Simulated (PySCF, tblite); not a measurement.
# C₆H₁₁I: NMR shieldings, spin-spin couplings, relativistic core levels

Aim: compute the NMR shieldings, spin-spin couplings, relativistic core levels of C₆H₁₁I (`IC1CCCCC1`).

Programs: tblite 0.8.0 and PySCF 2.14.0, with routines of our own; each step states its level. All values are computed. Atoms count from 0.

## 1. The starting structure

18 atoms, charge 0, multiplicity 1; geometry from: force field or distance geometry start.

## 2. Relaxing the molecule with GFN2-xTB

Job settings and geometry (Å):

```
{"job": {"kind": "relax", "xc": "GFN2-xTB", "basis": "xTB"}, "charge": 0, "multiplicity": 1}
I     -3.318600     0.481500    -0.849900
C     -1.390700     0.352900     0.075000
C     -0.373100     1.228100    -0.662300
C      1.019900     1.109800    -0.083700
C      1.480000    -0.353700    -0.023800
C      0.475800    -1.237900     0.703900
C     -0.922700    -1.109800     0.114000
H     -1.475000     0.719300     1.119100
H     -0.343300     0.951900    -1.726500
H     -0.698600     2.281300    -0.620200
H      1.026000     1.517000     0.938000
H      1.722500     1.691100    -0.667300
H      2.454500    -0.412900     0.468200
H      1.615500    -0.724800    -1.057600
H      0.454400    -0.948300     1.768900
H      0.806000    -2.280700     0.671800
H     -1.616700    -1.715700     0.715600
H     -0.924700    -1.542900    -0.894800
```

Command:

```console
OMP_NUM_THREADS=1 python heavy_run.py task.json out
```

This one command runs all jobs of the session in turn.

Output:

```text
step      E/eV     max force
  0    -606.57177    1.350
  1    -606.61533    0.612
  2    -606.62411    0.230
  3    -606.62872    0.126
  4    -606.63059    0.148
  5    -606.63250    0.129
  6    -606.63403    0.107
  7    -606.63529    0.079
  8    -606.63633    0.088
  9    -606.63759    0.098
 10    -606.63917    0.116
 11    -606.64089    0.120
 12    -606.64235    0.079
 13    -606.64346    0.099
 14    -606.64440    0.106
 15    -606.64518    0.081
 16    -606.64565    0.042
 17    -606.64586    0.033
 18    -606.64599    0.027
 19    -606.64612    0.028
 20    -606.64622    0.023
 21    -606.64628    0.022
 22    -606.64633    0.021
 23    -606.64638    0.018
 24    -606.64642    0.017
 25    -606.64646    0.014
 26    -606.64649    0.014
 27    -606.64651    0.013
 28    -606.64653    0.010
 29    -606.64655    0.009
```

Wall time 0.32 s (1 thread of Intel Xeon Platinum 8259CL at 2.50GHz, shared host); peak memory 0.18 GiB.

Along the way:

```csv
step,energy from step 0 (eV),largest force (eV/Å)
0,0.0000,1.3501
1,-0.0436,0.6118
2,-0.0523,0.2301
3,-0.0570,0.1261
4,-0.0588,0.1480
5,-0.0607,0.1288
6,-0.0623,0.1073
7,-0.0635,0.0794
8,-0.0646,0.0880
9,-0.0658,0.0981
10,-0.0674,0.1164
11,-0.0691,0.1200
12,-0.0706,0.0792
13,-0.0717,0.0987
14,-0.0726,0.1061
15,-0.0734,0.0811
16,-0.0739,0.0421
17,-0.0741,0.0327
18,-0.0742,0.0271
19,-0.0743,0.0284
20,-0.0744,0.0228
21,-0.0745,0.0216
22,-0.0746,0.0213
23,-0.0746,0.0175
24,-0.0747,0.0173
25,-0.0747,0.0137
26,-0.0747,0.0137
27,-0.0747,0.0127
28,-0.0748,0.0102
29,-0.0748,0.0091
```

Distances of close pairs at the start and the end, largest changes first:

| bond | before (Å) | after (Å) | change (Å) |
| --- | --- | --- | --- |
| I0–C1 | 2.142 | 2.185 | +0.043 |
| C1–C6 | 1.536 | 1.516 | -0.020 |
| C1–H7 | 1.110 | 1.091 | -0.019 |
| C2–C3 | 1.513 | 1.529 | +0.016 |
| C1–C2 | 1.531 | 1.517 | -0.015 |
| C4–H13 | 1.107 | 1.093 | -0.014 |
| C5–H14 | 1.104 | 1.093 | -0.011 |
| C2–H9 | 1.103 | 1.092 | -0.011 |

The next job starts from the end point, and lists it.

## 3. Harmonic vibrations with GFN2-xTB

Job settings and geometry (Å):

```
{"job": {"kind": "ir", "xc": "GFN2-xTB", "basis": "xTB"}, "charge": 0, "multiplicity": 1}
I     -3.346312     0.513628    -0.777272
C     -1.347308     0.342133     0.088807
C     -0.372233     1.211242    -0.681720
C      1.017130     1.097988    -0.054061
C      1.479345    -0.355812    -0.040393
C      0.480231    -1.218963     0.723698
C     -0.909600    -1.109749     0.096802
H     -1.459298     0.710562     1.109564
H     -0.327860     0.880088    -1.722236
H     -0.700808     2.252916    -0.672758
H      0.986075     1.480069     0.969447
H      1.721065     1.712051    -0.618693
H      2.465792    -0.429199     0.421241
H      1.563527    -0.719546    -1.067220
H      0.436866    -0.890088     1.765040
H      0.800824    -2.262164     0.716166
H     -1.619908    -1.719532     0.659372
H     -0.876289    -1.489309    -0.927441
```

Output:

```text
mode    cm-1     km/mol
  1     118.9      1.30
  2     195.4      1.58
  3     227.6      1.65
  4     230.9      0.04
  5     317.1      0.12
  6     417.0      0.37
  7     429.7      0.43
  8     501.1      2.09
  9     684.3      1.33
 10     822.5      0.64
 11     860.0      1.88
 12     894.4      2.89
 13     931.1      7.10
 14     936.0      8.05
 15     967.3      1.52
 16     991.0     11.92
 17    1069.0      0.01
 18    1087.4      2.01
 19    1108.2      1.90
 20    1130.2     10.98
 21    1136.8      0.15
 22    1199.2      0.00
 23    1204.2     38.06
 24    1242.7     18.12
 25    1245.3      2.29
 26    1256.5      1.70
 27    1296.3      0.05
 28    1335.4      1.09
 29    1343.3      1.98
 30    1343.7     15.65
 31    1352.4      7.60
 32    1356.9      0.56
 33    1480.8      0.00
 34    1486.8      0.49
 35    1488.9      0.65
 36    1491.9      2.70
 37    1503.6      0.49
 38    2957.6      5.54
 39    2961.9      8.37
 40    2962.5      6.81
 41    2970.8      3.59
 42    2971.2      1.34
 43    2978.9     28.32
 44    2980.6      4.05
 45    2983.9     77.31
 46    2985.4    148.63
 47    2990.1     87.30
 48    2993.1     55.57
```

Wall time 1 s (1 thread of Intel Xeon Platinum 8259CL at 2.50GHz, shared host); peak memory 0.18 GiB.

Which atoms move in the most intense modes:

| cm⁻¹ | km/mol | atoms |
| --- | --- | --- |
| 1204 | 38.1 | H7 47 % |
| 1243 | 18.1 | H11 15 %, H15 15 %, H14 11 %, H10 11 % |
| 1344 | 15.7 | H17 17 %, H16 15 %, H9 14 %, C6 14 % |
| 2979 | 28.3 | H9 37 %, H11 15 %, H16 13 %, H12 13 % |
| 2984 | 77.3 | H12 24 %, H17 16 %, H8 14 %, H16 11 % |
| 2985 | 148.6 | H13 30 %, H10 18 %, H14 16 % |
| 2990 | 87.3 | H11 38 %, H15 27 % |
| 2993 | 55.6 | H12 36 %, H15 32 %, H11 13 % |

## 4. Relaxing the molecule at PBE0-D3(BJ)/def2-SVP

Job settings and geometry (Å):

```
{"job": {"xc": "PBE0", "basis": "def2-SVP", "d3": "d3bj", "grid": 1, "maxiter": 30, "shake": 0.01, "kind": "geom"}, "charge": 0, "multiplicity": 1}
I     -3.325900     0.488070    -0.773090
C     -1.352990     0.337610     0.086650
C     -0.392430     1.208920    -0.690370
C      1.050360     1.100250    -0.057590
C      1.476530    -0.362490    -0.050940
C      0.476320    -1.214140     0.721310
C     -0.900020    -1.111750     0.097040
H     -1.443840     0.716010     1.104510
H     -0.329690     0.885490    -1.702890
H     -0.703500     2.250480    -0.662730
H      0.977210     1.477150     0.978270
H      1.726870     1.712970    -0.611990
H      2.437510    -0.418990     0.411640
H      1.546840    -0.716780    -1.060210
H      0.432420    -0.900850     1.765300
H      0.800300    -2.248110     0.723640
H     -1.617970    -1.708420     0.657320
H     -0.885550    -1.483470    -0.921620
```

Output:

```text
step   0  E = -532.55055825  max force = 0.042867
step   1  E = -532.55714656  max force = 0.005312
step   2  E = -532.55732412  max force = 0.001172
step   3  E = -532.55733095  max force = 0.000208
optimisation converged
```

Run time: 88 s. Hardware: 1 thread of Intel Xeon Platinum 8259CL at 2.50GHz, shared host; peak memory 0.72 GiB.

Step by step:

```
step  energy from step 0 (eV)  largest force component (eV/Å)
   0                   0.0000                          2.2043
   1                  -0.1793                          0.2732
   2                  -0.1841                          0.0603
   3                  -0.1843                          0.0107
```

Distances of close pairs at the start and the end, largest changes first:

```csv
bond,before (Å),after (Å),change (Å)
C2–C3,1.579,1.530,-0.049
C2–H8,1.065,1.104,+0.039
C3–H11,1.068,1.102,+0.034
C4–H12,1.068,1.102,+0.034
C4–H13,1.072,1.105,+0.033
I0–C1,2.157,2.181,+0.023
C6–H17,1.084,1.104,+0.019
C5–H15,1.084,1.102,+0.018
```

The next job starts from the end point, and lists it.

```csv
at the end point,value
point group (found at 0.08 Å tolerance),Cs
"rotational constants (GHz, main isotopes)","4.299, 0.674, 0.604"
dipole moment (D),2.43
```

## 5. NMR shieldings: PBE0/pcJ-1 I:dyall-v2z, spin–orbit

Job settings and geometry (Å):

```
{"job": {"kind": "hnmr", "xc": "PBE0", "basis": {"default": "pcJ-1", "I": "dyall-v2z"}, "rel": "so"}, "charge": 0, "multiplicity": 1}
I     -3.530581     0.410757    -0.862734
C     -1.528992     0.234142    -0.015145
C     -0.553530     1.120164    -0.769350
C      0.845401     0.997769    -0.161688
C      1.314056    -0.452100    -0.125143
C      0.313166    -1.333407     0.613367
C     -1.088789    -1.219135     0.011359
H     -1.668339     0.608161     1.010567
H     -0.526235     0.805895    -1.826874
H     -0.894201     2.166323    -0.757057
H      0.833370     1.404756     0.865564
H      1.550212     1.622818    -0.732609
H      2.308632    -0.523868     0.343102
H      1.429786    -0.822184    -1.159662
H      0.278132    -1.034916     1.676662
H      0.634839    -2.387101     0.599753
H     -1.807692    -1.828361     0.579576
H     -1.082867    -1.612441    -1.019862
```

With the program's defaults for keys left out, this is: PBE0/pcJ-1 I:dyall-v2z GIAO NMR shielding, X2C with spin-orbit coupling, screened-nuclear two-electron part, Gaussian nuclei, gas phase.

Output:

```text
spin-free SCF
coarse grid: 66304 points
cycle   1  E = -7350.3951738211  dE =  3.209e-01  |g| = 4.214e-01  |ddm| = 3.404e+00
cycle   2  E = -7350.3898673023  dE =  5.307e-03  |g| = 4.203e-01  |ddm| = 7.307e-01
cycle   3  E = -7350.4306273491  dE = -4.076e-02  |g| = 6.792e-02  |ddm| = 3.897e-01
cycle   4  E = -7350.4315616155  dE = -9.343e-04  |g| = 2.890e-02  |ddm| = 1.039e-01
cycle   5  E = -7350.4316966630  dE = -1.350e-04  |g| = 8.845e-03  |ddm| = 3.838e-02
cycle   6  E = -7350.4317093278  dE = -1.266e-05  |g| = 2.883e-03  |ddm| = 9.774e-03
cycle   7  E = -7350.4317113263  dE = -1.998e-06  |g| = 4.826e-04  |ddm| = 3.387e-03
final grid: 140384 points
cycle   8  E = -7350.4324710228  dE = -3.771e-06  |g| = 3.482e-03  |ddm| = 2.690e-03
cycle   9  E = -7350.4324706863  dE =  3.365e-07  |g| = 1.395e-03  |ddm| = 2.360e-03
cycle  10  E = -7350.4324704286  dE =  2.577e-07  |g| = 1.717e-03  |ddm| = 3.344e-03
cycle  11  E = -7350.4324711895  dE = -7.609e-07  |g| = 3.208e-05  |ddm| = 1.842e-03
cycle  12  E = -7350.4324711897  dE = -2.301e-10  |g| = 2.632e-06  |ddm| = 2.829e-05
converged SCF energy = -7350.4324711897
two-component SCF
cycle   1  E = -7349.4995566525  dE = -7.349e+03  |FDS-SDF| = 1.219e+02
cycle   2  E = -7351.6666714294  dE = -2.167e+00  |FDS-SDF| = 3.992e-01
cycle   3  E = -7351.6675485422  dE = -8.771e-04  |FDS-SDF| = 1.516e-02
cycle   4  E = -7351.6676115206  dE = -6.298e-05  |FDS-SDF| = 8.026e-03
cycle   5  E = -7351.6676218503  dE = -1.033e-05  |FDS-SDF| = 2.287e-03
cycle   6  E = -7351.6676267422  dE = -4.892e-06  |FDS-SDF| = 1.047e-03
cycle   7  E = -7351.6676273459  dE = -6.037e-07  |FDS-SDF| = 5.730e-04
cycle   8  E = -7351.6676274630  dE = -1.171e-07  |FDS-SDF| = 8.485e-05
cycle   9  E = -7351.6676274652  dE = -2.218e-09  |FDS-SDF| = 1.486e-05
converged, E = -7351.6676274652

Field gradients (au) and densities at the nuclei (bohr^-3)
atom        Vxx        Vyy        Vzz        centre      nuclear mean
  0 I     -5.5527    -5.5606    11.1132     246057.735     238251.776
  1 C     -0.1994    -0.2039     0.4033        125.831        125.829
  2 C     -0.0061    -0.0654     0.0715        125.729        125.727
  3 C      0.0005     0.0392    -0.0397        125.715        125.713
  4 C      0.0137     0.0213    -0.0350        125.709        125.706
  5 C      0.0005     0.0392    -0.0397        125.715        125.712
  6 C     -0.0063    -0.0655     0.0718        125.729        125.727
  7 H     -0.1354    -0.1406     0.2760          0.477          0.477
  8 H     -0.1334    -0.1408     0.2741          0.476          0.476
  9 H     -0.1356    -0.1445     0.2801          0.477          0.477
 10 H     -0.1347    -0.1396     0.2743          0.477          0.477
 11 H     -0.1372    -0.1438     0.2810          0.477          0.477
 12 H     -0.1376    -0.1437     0.2812          0.478          0.478
 13 H     -0.1349    -0.1397     0.2747          0.477          0.477
 14 H     -0.1347    -0.1396     0.2744          0.477          0.477
 15 H     -0.1370    -0.1437     0.2806          0.477          0.477
 16 H     -0.1355    -0.1444     0.2799          0.477          0.477
 17 H     -0.1333    -0.1407     0.2740          0.475          0.475
without picture change
  0 I                           12.0593                    537969.058

Core orbital energies (eV)
atom   shell        mean    spread
  0 I  1s       -33018.236   0.000
  0 I  2s        -5125.594   0.000
  0 I  3s        -1044.590   0.000
  0 I  4s         -187.041   0.000
  0 I  5s          -18.882   0.000
  0 I  2p1/2     -4805.417   0.000
  0 I  2p3/2     -4507.229   0.033
  0 I  3p1/2      -912.079   0.000
  0 I  3p3/2      -855.380   0.095
  0 I  4p1/2      -140.227   0.000
  0 I  4p3/2      -129.138   0.237
  0 I  3d3/2      -622.653   0.095
  0 I  3d5/2      -610.890   0.123
  0 I  4d3/2       -53.443   0.290
  0 I  4d5/2       -51.682   0.387

Shielding tensors (ppm)
atom      isotropic    diamagn.    paramagn.     s11        s22        s33       span
  0 I      4831.58     5086.52     -254.94    3807.07    4322.07    6365.61    2558.54
  1 C       156.22      241.64      -85.42     127.06     161.38     180.23      53.17
  2 C       141.94      242.25     -100.31     129.07     131.35     165.39      36.32
  3 C       153.80      242.24      -88.44     148.92     154.01     158.47       9.56
  4 C       158.25      242.40      -84.15     153.93     157.84     162.98       9.05
  5 C       153.82      242.30      -88.47     148.95     153.99     158.53       9.57
  6 C       141.99      242.24     -100.25     129.07     131.48     165.43      36.36
  7 H        27.24       28.53       -1.29      19.78      27.93      34.01      14.23
  8 H        29.60       28.84        0.76      23.84      31.39      33.56       9.72
  9 H        29.14       29.36       -0.23      21.98      30.90      34.53      12.56
 10 H        30.12       29.01        1.11      25.99      28.60      35.77       9.78
 11 H        29.91       29.16        0.75      24.75      27.70      37.26      12.52
 12 H        29.72       29.10        0.62      24.49      27.32      37.36      12.87
 13 H        30.17       28.99        1.18      26.97      27.65      35.90       8.93
 14 H        30.12       28.90        1.22      25.98      28.60      35.77       9.80
 15 H        29.90       29.06        0.84      24.74      27.70      37.26      12.52
 16 H        29.14       29.36       -0.22      22.00      30.88      34.54      12.54
 17 H        29.59       28.74        0.85      23.81      31.39      33.57       9.75
```

Run time: 11 min. Hardware: 1 thread of Intel Xeon Platinum 8259CL at 2.50GHz, shared host; peak memory 2.6 GiB.

Key values:

| quantity | value |
| --- | --- |
| energy from spin-orbit coupling | -1.2352 Eh |

The fields below are evaluated on a grid from the run's orbitals.

Frontier orbitals at PBE0/dyall-v2z+pcJ-1, with the share of their density that lies nearest to each atom:

```
orbital  energy (eV)           lies on
   HOMO        -6.72           I0 89 %
   LUMO        -0.63  I0 47 %; C1 31 %
```

ELF in a plane through or near 10 of the atoms.

Values, 10 rows by 14 columns:
```
0.00 0.00 0.00 0.00 0.00 0.00 0.00 0.00 0.00 0.00 0.00 0.00 0.00 0.00
0.00 0.00 0.00 0.00 0.00 0.03 0.01 0.00 0.05 0.01 0.00 0.00 0.00 0.00
0.00 0.00 0.01 0.02 0.04 0.99 0.85 0.06 0.98 0.95 0.02 0.00 0.00 0.00
0.00 0.13 0.70 0.78 0.04 0.88 0.64 0.74 0.83 0.57 0.01 0.00 0.00 0.00
0.00 0.37 0.79 0.36 0.43 0.72 0.62 0.75 0.80 0.43 0.83 0.10 0.00 0.00
0.01 0.40 0.43 0.59 0.64 0.19 0.66 0.10 0.72 0.83 1.00 0.47 0.00 0.00
0.01 0.28 0.83 0.83 0.16 0.47 0.44 0.86 0.29 0.17 0.08 0.00 0.00 0.00
0.00 0.01 0.24 0.31 0.04 0.99 0.92 0.22 0.99 0.96 0.02 0.00 0.00 0.00
0.00 0.00 0.00 0.00 0.01 0.67 0.27 0.01 0.64 0.41 0.00 0.00 0.00 0.00
0.00 0.00 0.00 0.00 0.00 0.00 0.00 0.00 0.00 0.00 0.00 0.00 0.00 0.00
```
The map spans 12.1 Å across and 9.5 Å up, centred on the molecule. Atoms in the plane (x, y in Å): C1 (-1.4, 0.0), C2 (-0.7, 1.3), C3 (0.8, 1.3), C5 (0.8, -1.3), C6 (-0.7, -1.3), H9 (-1.2, 2.2), H11 (1.3, 2.2), H12 (2.6, 0.0), H15 (1.3, -2.2), H16 (-1.2, -2.2).

On the surface of density 0.002 e/bohr³ the electrostatic potential runs, from the 1st to the 99th percentile, from -0.71 V near I0 to 0.79 V near H7.

## 6. Spin-spin couplings: PBE0/pcJ-1 I:dyall-v2z, spin–orbit

Settings changed since step 5:

```diff
@@ -1,2 +1,2 @@
-{"job": {"kind": "hnmr", "xc": "PBE0", "basis": {"default": "pcJ-1", "I": "dyall-v2z"}, "rel": "so"}, "charge": 0, "multiplicity": 1}
+{"job": {"kind": "hj", "xc": "PBE0", "basis": {"default": "pcJ-1", "I": "dyall-v2z"}, "rel": "so", "atoms": [0]}, "charge": 0, "multiplicity": 1}
 I     -3.530581     0.410757    -0.862734
```

With the program's defaults for keys left out, this is: PBE0/pcJ-1 I:dyall-v2z indirect spin-spin coupling, X2C with spin-orbit coupling, screened-nuclear two-electron part, Gaussian nuclei, gas phase.

Output:

```text
spin-free SCF
coarse grid: 66304 points
cycle   1  E = -7350.3951738211  dE =  3.209e-01  |g| = 4.214e-01  |ddm| = 3.404e+00
cycle   2  E = -7350.3898673023  dE =  5.307e-03  |g| = 4.203e-01  |ddm| = 7.307e-01
cycle   3  E = -7350.4306273491  dE = -4.076e-02  |g| = 6.792e-02  |ddm| = 3.897e-01
cycle   4  E = -7350.4315616155  dE = -9.343e-04  |g| = 2.890e-02  |ddm| = 1.039e-01
cycle   5  E = -7350.4316966630  dE = -1.350e-04  |g| = 8.845e-03  |ddm| = 3.838e-02
cycle   6  E = -7350.4317093278  dE = -1.266e-05  |g| = 2.883e-03  |ddm| = 9.774e-03
cycle   7  E = -7350.4317113263  dE = -1.998e-06  |g| = 4.826e-04  |ddm| = 3.387e-03
final grid: 140384 points
cycle   8  E = -7350.4324710228  dE = -3.771e-06  |g| = 3.482e-03  |ddm| = 2.690e-03
cycle   9  E = -7350.4324706863  dE =  3.365e-07  |g| = 1.395e-03  |ddm| = 2.360e-03
cycle  10  E = -7350.4324704286  dE =  2.577e-07  |g| = 1.717e-03  |ddm| = 3.344e-03
cycle  11  E = -7350.4324711895  dE = -7.609e-07  |g| = 3.208e-05  |ddm| = 1.842e-03
cycle  12  E = -7350.4324711897  dE = -2.301e-10  |g| = 2.632e-06  |ddm| = 2.829e-05
converged SCF energy = -7350.4324711897
two-component SCF
cycle   1  E = -7349.4995566525  dE = -7.349e+03  |FDS-SDF| = 1.219e+02
cycle   2  E = -7351.6666714294  dE = -2.167e+00  |FDS-SDF| = 3.992e-01
cycle   3  E = -7351.6675485422  dE = -8.771e-04  |FDS-SDF| = 1.516e-02
cycle   4  E = -7351.6676115206  dE = -6.298e-05  |FDS-SDF| = 8.026e-03
cycle   5  E = -7351.6676218503  dE = -1.033e-05  |FDS-SDF| = 2.287e-03
cycle   6  E = -7351.6676267422  dE = -4.892e-06  |FDS-SDF| = 1.047e-03
cycle   7  E = -7351.6676273459  dE = -6.037e-07  |FDS-SDF| = 5.730e-04
cycle   8  E = -7351.6676274630  dE = -1.171e-07  |FDS-SDF| = 8.485e-05
cycle   9  E = -7351.6676274652  dE = -2.218e-09  |FDS-SDF| = 1.486e-05
converged, E = -7351.6676274652

Indirect spin-spin couplings
  i        j     bonds      J/Hz   K/1e19 T2/J   anisotropy/Hz
  0 127I    1  13C    1      -74.71     -122.75       -23.6
  0 127I    2  13C    2        1.57        2.58        35.4
  0 127I    3  13C    3        2.08        3.42        30.3
  0 127I    4  13C    4       -0.95       -1.57        -1.5
  0 127I    5  13C    3        2.04        3.35        30.2
  0 127I    6  13C    2        1.50        2.47        35.3
  0 127I    7   1H    2       26.04       10.76       -18.7
  0 127I    8   1H    3        6.09        2.52        12.5
  0 127I    9   1H    3        4.75        1.96        12.4
  0 127I   10   1H    4       -0.77       -0.32         2.1
  0 127I   11   1H    4        1.36        0.56        10.0
  0 127I   12   1H    5        5.70        2.36         4.5
  0 127I   13   1H    5        0.30        0.12         2.1
  0 127I   14   1H    4       -0.75       -0.31         2.1
  0 127I   15   1H    4        1.35        0.56        10.0
  0 127I   16   1H    3        4.66        1.92        12.3
  0 127I   17   1H    3        6.15        2.54        12.6
```

It took 8.4 min on 1 thread of Intel Xeon Platinum 8259CL at 2.50GHz, shared host; peak memory 1.9 GiB.

Key values:

```
                       quantity       value
energy from spin-orbit coupling  -1.2352 Eh
```

[end of part 1 of 2]
